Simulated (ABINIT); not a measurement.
Runs of ABINIT 10.8.3 (patched build) on Sn3Se. The structure is cubic, space group Fm-3m (No. 225). The conventional cell has a = 7.466 Å, b = 7.466 Å, c = 7.466 Å, α = 90.00°, β = 90.00°, γ = 90.00°. Sn (site symmetry m-3m) has 8 Sn at 3.23 Å as nearest neighbours. Sn (site symmetry -43m) has 4 Sn at 3.23 Å and 4 Se at 3.23 Å as nearest neighbours. Se (site symmetry m-3m) is surrounded by 8 Sn at 3.23 Å. The cell comes from a database or a generator and needn't be the stable form of this composition.

```csv
task,level,potentials or basis,k mesh,cutoff (eV),smearing,fine-grid cutoff,mesh quality,gap on the mesh (eV),pressure (GPa)
band structure,r2SCAN,JTH PAW PBE v2.0,6 × 6 × 6,707,fermi-dirac 0.05 eV,1306.15 eV,not flagged,none,-1.6
band structure,PBEsol,PseudoDojo NC SR PBEsol v0.4.1 standard,6 × 6 × 6,1170,fermi-dirac 0.05 eV,-,not flagged,none,-3.1
single point,PBEsol,SG15 NC PBE v1.2,4 × 4 × 4,490,fixed,-,coarse,none,(a)
band structure,LDA,JTH PAW LDA v2.0,6 × 6 × 6,599,fermi-dirac 0.05 eV,1197.3 eV,not flagged,none,-4.5
```

Alike in all rows: no spin polarisation; cell as given.

Estimate the missing entries.

(a) -3.4.

Caveats: some runs use coarse meshes; spin-orbit coupling is left out, which moves the levels of the heavy elements (some runs); the PAW data sets were made with another functional, which shifts forces and pressure a little (some runs); the potentials were made for another functional, which shifts forces and pressure (some runs).

A k mesh can miss the band edges, and the runs leave out spin-orbit coupling on Se, Sn.

A gap of «none» marks a metal or a gap under the smearing width.

The runs don't all hold the same shells in valence.

Runs at the PBE level aren't shown here.
